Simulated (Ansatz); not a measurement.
# triplet C2H7BN2 at 3 levels

Aim: a comparison of 3 runs (UHF/STO-3G, UB3LYP/6-31G*, USVWN5/cc-pVDZ) of triplet C2H7BN2. 

The results are computed with Ansatz 0.2.0.

41 further runs of the same task are left out: 41 set aside as unsound or not needed.

### Step 1. The structure to begin with

C2H7BN2 has 12 atoms, charge 0, and is taken as a triplet. SMILES of the parent species: `NB1CNC1`. Geometry: relaxed at PBE0-D4/def2-TZVP. That shape belongs to the parent species and isn't relaxed for this state.

Bond lengths: N1–B2 1.384 Å, B2–C3 1.586 Å, C3–N4 1.482 Å, B2–C5 1.586 Å, N4–C5 1.482 Å, N1–H6 1.006 Å, N1–H7 1.006 Å, C3–H8 1.095 Å, C3–H9 1.101 Å, N4–H10 1.012 Å, C5–H11 1.101 Å, C5–H12 1.095 Å. Some angles: N1–B2–C3 135.9°, N1–B2–C5 135.9°, C3–B2–C5 88.2°, B2–C3–N4 86.2°, C3–N4–C5 96.2°, B2–C5–N4 86.2°, B2–N1–H6 123.1°, B2–N1–H7 123.1°, B2–C3–H8 121.1°, B2–C3–H9 112.3°.

### Step 2. The energy at UHF/STO-3G (run 1)

Input file input.yaml:

```yaml
crystal:
  periodic: [false, false, false]
  atoms:
    - {symbol: "N", position_ang: [-1.464900, 1.286500, -0.088100]}
    - {symbol: B, position_ang: [-0.424100, 0.376900, -0.024600]}
    - {symbol: C, position_ang: [0.545200, -0.167100, 1.106800]}
    - {symbol: "N", position_ang: [0.858000, -1.271200, 0.168600]}
    - {symbol: C, position_ang: [0.268200, -0.633400, -1.032300]}
    - {symbol: H, position_ang: [-1.775900, 1.821700, 0.704600]}
    - {symbol: H, position_ang: [-1.987700, 1.465400, -0.928400]}
    - {symbol: H, position_ang: [0.154600, -0.499400, 2.073800]}
    - {symbol: H, position_ang: [1.388700, 0.513900, 1.298000]}
    - {symbol: H, position_ang: [1.840400, -1.500700, 0.091400]}
    - {symbol: H, position_ang: [1.002300, -0.136300, -1.684700]}
    - {symbol: H, position_ang: [-0.328000, -1.311400, -1.651200]}
basis:
  gaussian: {orbitals: STO-3G}
total_charge: 0
magnetization: {spin_polarized: true, initial_magnetization: 2}
hamiltonian: {xc: hf}
accuracy: high
output: {orbitals: {seedname: orbitals}}
```

Run with:

```
$ ansatz run input.yaml --threads 1 --pin off --max-ram 2610MiB --events-out events.jsonl --progress --plain --runs-dir runs
```

What it wrote:

```text
Warning: RAYON_NUM_THREADS=1 ignored (pool sized by the plan → 1); use --threads N
Functional definition: HF
  name "HF"
  exchange = exact_x
  correlation = 0
705 factors; integrals over basis functions are off by at most 4.2e-9 eV
mean field evaluation 1: about -5724.7314 eV, gradient 2.0e1 eV
mean field evaluation 2: about -5725.0178 eV, gradient 2.0e1 eV
mean field evaluation 4: about -5728.1284 eV, gradient 2.9e0 eV
mean field evaluation 8: about -5728.2967 eV, gradient 8.3e-2 eV
mean field evaluation 16: about -5728.2936 eV, gradient 1.6e-8 eV
mean field evaluation 32: about -5727.9251 eV, gradient 1.9e0 eV
mean field -5728.29358116 eV, -210.5109063308 hartree, gradient 1.6e-8 eV, S^2 2.024550; 1 other end points of the search recorded, 0 dependent functions left out
reference -5728.29358116 eV, -210.5109063308 hartree; 20, 18 occupied and 12, 14 virtual orbitals, 705 factors
Total energy: -5728.29358116 eV, -210.5109063308 hartree
```

Run time: 0.56 s. Hardware: 1 thread of Intel Xeon Platinum 8488C (Sapphire Rapids), shared host; peak memory 0.1 GiB.

### Step 3. The energy at UB3LYP/6-31G(d) (spherical functions) (run 2)

Input file run.yaml:

```yaml
crystal:
  periodic: [false, false, false]
  atoms:
    - {symbol: N, position_ang: [-1.464900, 1.286500, -0.088100]}
    - {symbol: B, position_ang: [-0.424100, 0.376900, -0.024600]}
    - {symbol: C, position_ang: [0.545200, -0.167100, 1.106800]}
    - {symbol: N, position_ang: [0.858000, -1.271200, 0.168600]}
    - {symbol: C, position_ang: [0.268200, -0.633400, -1.032300]}
    - {symbol: H, position_ang: [-1.775900, 1.821700, 0.704600]}
    - {symbol: H, position_ang: [-1.987700, 1.465400, -0.928400]}
    - {symbol: H, position_ang: [0.154600, -0.499400, 2.073800]}
    - {symbol: H, position_ang: [1.388700, 0.513900, 1.298000]}
    - {symbol: H, position_ang: [1.840400, -1.500700, 0.091400]}
    - {symbol: H, position_ang: [1.002300, -0.136300, -1.684700]}
    - {symbol: H, position_ang: [-0.328000, -1.311400, -1.651200]}
basis:
  gaussian:
    orbitals: 6-31G_st_-spherical.json
magnetization:
  spin_polarized: true
  initial_magnetization: 2
hamiltonian:
  xc: {name: B3LYP}
accuracy: high
output: {orbitals: {seedname: orbitals}}
```

The basis set 6-31G* is read from a file made from the Basis Set Exchange's data (not shown).

Run with:

```
$ ansatz run run.yaml --threads 1 --pin off --max-ram 2610MiB --events-out events.jsonl --progress --plain --runs-dir runs
```

What it wrote:

```text
Warning: RAYON_NUM_THREADS=1 ignored (pool sized by the plan → 1); use --threads N
Functional definition: B3LYP
  name "B3LYP"
  parameter a0 = 0.2
  parameter ax = 0.72
  parameter ac = 0.81
  exchange = (1 - a0 - ax)*slater_x + ax*b88_x + a0*exact_x
  correlation = (1 - ac)*vwn_rpa_c + ac*lyp_c
2130 factors; integrals over basis functions are off by at most 3.1e-9 eV
mean field evaluation 1: about -5828.3384 eV, gradient 4.7e1 eV
mean field evaluation 2: about -5796.7976 eV, gradient 8.2e1 eV
mean field evaluation 4: about -5838.1650 eV, gradient 7.1e0 eV
mean field evaluation 8: about -5838.8304 eV, gradient 6.8e-1 eV
mean field evaluation 16: about -5838.8357 eV, gradient 5.0e-3 eV
mean field evaluation 32: about -5838.8357 eV, gradient 1.8e-7 eV
mean field -5838.83572102 eV, -214.5732550426 hartree, gradient 9.3e-8 eV, S^2 2.006317; 5 other end points of the search recorded, 0 dependent functions left out
reference -5838.83576003 eV, -214.5732564762 hartree; 20, 18 occupied and 64, 66 virtual orbitals, 2130 factors
Total energy: -5838.83576003 eV, -214.5732564762 hartree
```

Run time: 19 s. Hardware: 1 thread of Intel Xeon Platinum 8488C (Sapphire Rapids), shared host; peak memory 0.43 GiB.

### Step 4. The energy at USVWN5/cc-pVDZ (run 3)

Input file molecule.yaml:

```yaml
crystal:
  periodic: [false, false, false]
  atoms:
    - {symbol: "N", position_ang: [-1.464900, 1.286500, -0.088100]}
    - {symbol: B, position_ang: [-0.424100, 0.376900, -0.024600]}
    - {symbol: C, position_ang: [0.545200, -0.167100, 1.106800]}
    - {symbol: N, position_ang: [0.858000, -1.271200, 0.168600]}
    - {symbol: C, position_ang: [0.268200, -0.633400, -1.032300]}
    - {symbol: H, position_ang: [-1.775900, 1.821700, 0.704600]}
    - {symbol: H, position_ang: [-1.987700, 1.465400, -0.928400]}
    - {symbol: H, position_ang: [0.154600, -0.499400, 2.073800]}
    - {symbol: H, position_ang: [1.388700, 0.513900, 1.298000]}
    - {symbol: H, position_ang: [1.840400, -1.500700, 0.091400]}
    - {symbol: H, position_ang: [1.002300, -0.136300, -1.684700]}
    - {symbol: H, position_ang: [-0.328000, -1.311400, -1.651200]}
basis:
  gaussian:
    orbitals: cc-pVDZ
magnetization:
  spin_polarized: true
  initial_magnetization: 2
hamiltonian:
  xc: {name: SVWN5}
accuracy: high
output:
  orbitals: {seedname: orbitals}
```

Run with:

```
$ ansatz run molecule.yaml --threads 1 --pin off --max-ram 2610MiB --events-out events.jsonl --progress --plain --runs-dir runs
```

What it wrote:

```text
Warning: RAYON_NUM_THREADS=1 ignored (pool sized by the plan → 1); use --threads N
Functional definition: SVWN5
  name "SVWN5"
  exchange = slater_x
  correlation = vwn5_c
2576 factors; integrals over basis functions are off by at most 3.1e-9 eV
mean field evaluation 1: about -5770.5977 eV, gradient 5.8e1 eV
mean field evaluation 2: about -5702.8976 eV, gradient 1.2e2 eV
mean field evaluation 4: about -5777.3704 eV, gradient 3.9e1 eV
mean field evaluation 8: about -5787.3150 eV, gradient 1.1e0 eV
mean field evaluation 16: about -5787.3132 eV, gradient 2.0e-3 eV
mean field evaluation 32: about -5785.1955 eV, gradient 9.1e0 eV
mean field evaluation 64: about -5785.6880 eV, gradient 2.6e0 eV
mean field -5787.31321903 eV, -212.6798380175 hartree, gradient 5.5e-8 eV, S^2 2.002487; 6 other end points of the search recorded, 0 dependent functions left out
reference -5787.31322261 eV, -212.6798381491 hartree; 20, 18 occupied and 85, 87 virtual orbitals, 2576 factors
Total energy: -5787.31322261 eV, -212.6798381491 hartree
```

It took 8.7 s on 1 thread of Intel Xeon Platinum 8488C (Sapphire Rapids), shared host; peak memory 0.41 GiB.

### Step 5. All runs side by side

| run | level | energy (Eh) | HOMO energy (eV) | ⟨S²⟩ | wall time |
| --- | --- | --- | --- | --- | --- |
| 1 | UHF/STO-3G | -210.510906 | 0.39 | 2.025 | 0.56 s |
| 2 | UB3LYP/6-31G* (spherical functions) | -214.573256 | -0.42 | 2.006 | 19 s |
| 3 | USVWN5/cc-pVDZ | -212.679838 | -0.30 | 2.002 | 8.7 s |

### Step 6. Outcome

```
                                 quantity          value
                      run 3: total energy  -212.67984 Eh
run 3: HOMO energy (highest over α and β)       -0.30 eV
                              run 3: ⟨S²⟩          2.002
```

**Reading.** Totals of different functionals can't be ranked against each other. In run 1 the basis is minimal, so the values are rough. All runs together took 28 s, the longest 19 s.
